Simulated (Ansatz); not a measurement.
**BH₄InOZn: basis-set convergence**

The task here is to estimate one member of a computed series from the others.

Computed with Ansatz 0.2.0, Gaussian basis. Level: one geometry, several basis sets.

Plan: PBE0-D4/def2-SVP; ωB97M-V/def2-SVP; PBE0-D4/def2-QZVPP; ωB97M-V/def2-QZVPP; the functionals' def2-TZVPP values are taken from earlier runs.

## The geometry

An earlier PBE0-D4 in a triple-zeta def2 set relaxation fixed the geometry. In takes the def2 core potential; no spin-orbit term is included.

SMILES `[BH2][InH][O][ZnH]`, 8 atoms, charge 0, spin multiplicity 1.

Atoms are counted from 1 here; the program's logs count them from 0.

Bond lengths: B1–In2 2.241 Å, B1–H5 1.196 Å, B1–H6 1.196 Å, In2–O3 1.986 Å, In2–H7 1.728 Å, O3–Zn4 1.759 Å, Zn4–H8 1.516 Å. Angles: In2–B1–H5 121.5°, In2–B1–H6 121.5°, H5–B1–H6 117.1°, B1–In2–O3 111.9°, B1–In2–H7 136.2°, O3–In2–H7 111.9°, In2–O3–Zn4 138.0°, O3–Zn4–H8 177.7°.

As a file:

```xyz
8

B    -0.7349    2.2597   -0.2278
In    0.6353    0.4869   -0.2104
O    -0.3255   -1.1857    0.2636
Zn    0.0467   -2.8918    0.4733
H    -1.3239    2.5838   -1.2168
H    -0.9196    2.9152    0.7551
H     2.3141    0.2045   -0.5048
H     0.3079   -4.3727    0.6679
```

The first run:

Input file in.yaml:

```yaml
crystal:
  periodic: [false, false, false]
  atoms:
    - {symbol: B, position_ang: [-0.734920, 2.259669, -0.227812]}
    - {symbol: In, position_ang: [0.635273, 0.486881, -0.210433]}
    - {symbol: O, position_ang: [-0.325457, -1.185656, 0.263557]}
    - {symbol: Zn, position_ang: [0.046674, -2.891778, 0.473286]}
    - {symbol: H, position_ang: [-1.323927, 2.583832, -1.216808]}
    - {symbol: H, position_ang: [-0.919608, 2.915236, 0.755140]}
    - {symbol: H, position_ang: [2.314114, 0.204463, -0.504796]}
    - {symbol: H, position_ang: [0.307852, -4.372657, 0.667866]}
basis:
  gaussian: {orbitals: def2-SVP}
hamiltonian: {xc: pbe0, dispersion: d4}
output: {orbitals: {seedname: orbitals}}
```

The run is started by

```console
> ansatz run in.yaml --threads 2 --pin off --events-out ev --progress --plain --max-ram 32768MiB --backend cpu
```

Steps of the session up to this table: PBE0-D4 in def2-SVP; ωB97M-V in def2-SVP; PBE0-D4 in def2-QZVPP; ωB97M-V in def2-QZVPP.

One of the session's tables, all rows but one given; the rest of the session is left out.

It belongs to the step «Functionals by basis». 

| functional | basis | HOMO (eV) | LUMO (eV) |
| --- | --- | --- | --- |
| PBE0-D4 | def2-SVP | -6.92 | -2.31 |
| PBE0-D4 | def2-TZVPP | ? | ? |
| PBE0-D4 | def2-QZVPP | -7.13 | -2.45 |
| ωB97M-V | def2-SVP | -9.05 | -0.27 |
| ωB97M-V | def2-TZVPP | -9.28 | -0.53 |
| ωB97M-V | def2-QZVPP | -9.30 | -0.58 |

Estimate the missing values for PBE0-D4, def2-TZVPP.

As computed: HOMO (eV): -7.12; LUMO (eV): -2.43. In the column «HOMO (eV)» it lies between PBE0-D4, def2-QZVPP (-7.13) and PBE0-D4, def2-SVP (-6.92).
